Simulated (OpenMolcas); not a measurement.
# One shape, several levels: GeSe (Germanium monoselenide)

We compute a comparison of 6 runs (HF/STO-3G, HF/aug-cc-pVTZ, B2PLYP/aug-cc-pVTZ, B3LYP/aug-cc-pVTZ, BLYP/aug-cc-pVTZ, revPBE/aug-cc-pVTZ) of GeSe (Germanium monoselenide). 

Program for the calculation: OpenMolcas 26.06.

## (1) The system as given

GeSe: 2 atoms, total charge 0, spin state singlet. As SMILES, `[Ge-]#[Se+]`. The Ge1–Se2 distance was set to 2.455 Å, away from the relaxed value.

Bond lengths: Ge1–Se2 2.455 Å.

## (2) A single-point energy at HF/STO-3G (run 1)

Input file mol.xyz:

```xyz
2

Ge     0.000000     0.000000    -0.320171
Se     0.000000     0.000000     2.134629
```

Input file calc.inp:

```
>>> EXPORT MOLCAS_PRINT=2

&GATEWAY
 BASLIB
 $CurrDir
 COORD
 mol.xyz
 BASIS
 STO-3G
 GROUP
 NoSym

&SEWARD

&SCF
 THRESHOLDS
 1e-10 1e-07 1e-07 1e-05
 PRORBITALS
 1 2
```

The basis set STO-3G is read from a file made from the Basis Set Exchange's data (not shown).

Command:

```console
$ export MOLCAS_MEM=1860
$ pymolcas calc.inp > calc.log
```

Output:

```text
--- Start Module: gateway ---
[...]
--- Stop Module: gateway /rc=_RC_ALL_IS_WELL_ ---
--- Start Module: seward ---
[...]
      Basis functions           36
--- Stop Module: seward /rc=_RC_ALL_IS_WELL_ ---
--- Start Module: scf ---
[...]
       Convergence after  13 Iterations
[...]
::    Total SCF energy                              -4425.2452358062
[...]
      Total spin, S                                     0.0000000000
[...]
      Total electronic charge=   66.000000
      Total            charge=   -0.000000
[...]
      Dipole Moment (debye):
      Origin of the operator (angstrom)=    0.0000    0.0000    0.9551
                   X=  2.8841E-15               Y= -1.2573E-15               Z= -4.1902E+00           Total=  4.1902E+00
      Quadrupole Moment (debye*angstrom):
[...]
--- Stop Module: scf /rc=_RC_ALL_IS_WELL_ ---
[...]
```

Run time: 1.8 s. Hardware: 1 thread of Arm Neoverse V1, shared host; peak memory 0.37 GiB.

## (3) The energy at HF/aug-cc-pVTZ (run 2)

Input file geom.xyz:

```xyz
2

Ge     0.000000     0.000000    -0.320171
Se     0.000000     0.000000     2.134629
```

Input file calc.inp:

```
&GATEWAY
  BasLib=$CurrDir
  Coord=geom.xyz
  Basis=aug-cc-pVTZ
  Group=NoSym

&SEWARD

&SCF
  Thresholds=1e-10 1e-07 1e-07 1e-05
  PrOrbitals=1 2
```

The basis set aug-cc-pVTZ is read from a file made from the Basis Set Exchange's data (not shown).

Command:

```console
$ export MOLCAS_MEM=1860
$ pymolcas calc.inp > calc.log
```

Output:

```text
--- Start Module: gateway ---
[...]
--- Stop Module: gateway /rc=_RC_ALL_IS_WELL_ ---
--- Start Module: seward ---
[...]
      Basis functions          118
--- Stop Module: seward /rc=_RC_ALL_IS_WELL_ ---
[...]
--- Start Module: scf ---
[...]
       Convergence after  16 Iterations
[...]
::    Total SCF energy                              -4475.2999149053
[...]
      Total spin, S                                     0.0000000000
[...]
      Total electronic charge=   66.000000
      Total            charge=   -0.000000
[...]
      Dipole Moment (debye):
      Origin of the operator (angstrom)=    0.0000    0.0000    0.9551
                   X=  1.1949E-14               Y= -4.8846E-15               Z= -4.3733E+00           Total=  4.3733E+00
      Quadrupole Moment (debye*angstrom):
[...]
--- Stop Module: scf /rc=_RC_ALL_IS_WELL_ ---
[...]
```

Run time: 12 s. Hardware: 1 thread of Arm Neoverse V1, shared host; peak memory 0.74 GiB.

Runs 3 to 4 aren't shown in full; the table further down has their settings and results.

## (4) A single-point energy at BLYP/aug-cc-pVTZ (run 5)

Input file struct.xyz:

```xyz
2

Ge     0.000000     0.000000    -0.320171
Se     0.000000     0.000000     2.134629
```

Input file run.inp:

```
* GeSe Kohn-Sham DFT
>>> EXPORT MOLCAS_PRINT=2

&GATEWAY
 BasLib = $CurrDir
 Coord = struct.xyz
 Basis = aug-cc-pVTZ
 Group = NoSym

&SEWARD
 GridInput
 Grid=UltraFine
 End of Grid

&SCF
 KSDFT = BLYP
 Thresholds = 1e-10 1e-07 1e-07 1e-05
 PrOrbitals = 1 1
```

The basis set aug-cc-pVTZ is read from a file made from the Basis Set Exchange's data (not shown).

Command:

```console
$ export MOLCAS_MEM=1860
$ pymolcas run.inp > run.log
```

Output:

```text
--- Start Module: gateway ---
[...]
--- Stop Module: gateway /rc=_RC_ALL_IS_WELL_ ---
--- Start Module: seward ---
[...]
      Basis functions          118
--- Stop Module: seward /rc=_RC_ALL_IS_WELL_ ---
[...]
--- Start Module: scf ---
[...]
       Convergence after  18 Iterations
[...]
::    Total KS-DFT energy                           -4478.7706583266
[...]
      Total spin, S                                     0.0000000000
[...]
      Total electronic charge=   66.000000
      Total            charge=   -0.000000
[...]
      Dipole Moment (debye):
      Origin of the operator (angstrom)=    0.0000    0.0000    0.9551
                   X= -7.9138E-15               Y= -5.0433E-15               Z= -2.7736E+00           Total=  2.7736E+00
      Quadrupole Moment (debye*angstrom):
[...]
--- Stop Module: scf /rc=_RC_ALL_IS_WELL_ ---
[...]
```

It took 27 s on 1 thread of Arm Neoverse V1, shared host; peak memory 0.74 GiB.

## (5) The energy at revPBE/aug-cc-pVTZ (run 6)

Input file calc.input:

```
* GeSe Kohn-Sham DFT
&GATEWAY
BasLib
$CurrDir
Coord
2
angstrom
Ge       0.000000       0.000000      -0.320171
Se       0.000000       0.000000       2.134629
Basis
aug-cc-pVTZ
Group
NoSym
&SEWARD
GridInput
Grid=UltraFine
End of Grid
&SCF
KSDFT
revPBE
Thresholds
1e-10 1e-07 1e-07 1e-05
PrOrbitals
1 1
```

The basis set aug-cc-pVTZ is read from a file made from the Basis Set Exchange's data (not shown).

Command:

```console
$ export MOLCAS_MEM=1860
$ pymolcas calc.input > calc.log
```

Output:

```text
--- Start Module: gateway ---
[...]
--- Stop Module: gateway /rc=_RC_ALL_IS_WELL_ ---
--- Start Module: seward ---
[...]
      Basis functions          118
--- Stop Module: seward /rc=_RC_ALL_IS_WELL_ ---
[...]
--- Start Module: scf ---
[...]
       Convergence after  16 Iterations
[...]
::    Total KS-DFT energy                           -4478.3042465304
[...]
      Total spin, S                                     0.0000000000
[...]
      Total electronic charge=   66.000000
      Total            charge=   -0.000000
[...]
      Dipole Moment (debye):
      Origin of the operator (angstrom)=    0.0000    0.0000    0.9551
                   X=  1.8842E-14               Y=  1.1966E-15               Z= -2.7936E+00           Total=  2.7936E+00
      Quadrupole Moment (debye*angstrom):
[...]
--- Stop Module: scf /rc=_RC_ALL_IS_WELL_ ---
[...]
```

It took 25 s on 1 thread of Arm Neoverse V1, shared host; peak memory 0.74 GiB.

## (6) All runs side by side

```tsv
run	level	frozen core orbitals	integration grid	energy (Eh)	dipole moment (D)	HOMO energy (eV)	LUMO energy (eV)	wall time
1	HF/STO-3G	–	–	-4425.245236	4.19	-5.22	3.69	1.8 s
2	HF/aug-cc-pVTZ	–	–	-4475.299915	4.37	-8.80	-0.56	12 s
3	B2PLYP/aug-cc-pVTZ	18	UltraFine	-4477.883774	3.68	-7.56	-2.18	25 s
4	B3LYP/aug-cc-pVTZ	–	UltraFine	-4478.738357	3.13	-6.74	-3.33	25 s
5	BLYP/aug-cc-pVTZ	–	UltraFine	-4478.770658	2.77	-5.89	-3.68	27 s
6	revPBE/aug-cc-pVTZ	–	UltraFine	-4478.304247	2.79	-6.01	-3.73	25 s
```

## (7) Results

```
            quantity           value
 run 6: total energy  -4478.30425 Eh
run 6: dipole moment          2.79 D
  run 6: HOMO energy        -6.01 eV
  run 6: LUMO energy        -3.73 eV
run 6: HOMO–LUMO gap         2.28 eV
```

The dipole moment (its size) runs from 2.77 D (BLYP/aug-cc-pVTZ) to 4.37 D (HF/aug-cc-pVTZ). The HOMO–LUMO gap runs from 2.21 eV (BLYP/aug-cc-pVTZ) to 8.91 eV (HF/STO-3G). The two ends differ in method and basis. For B2PLYP the log adds the whole second-order term; the table takes 0.27 of it, as the functional is defined. Totals of different functionals can't be ranked against each other. In run 1 the basis is minimal, so the values are rough. All runs together took 1.9 min, the longest 27 s.
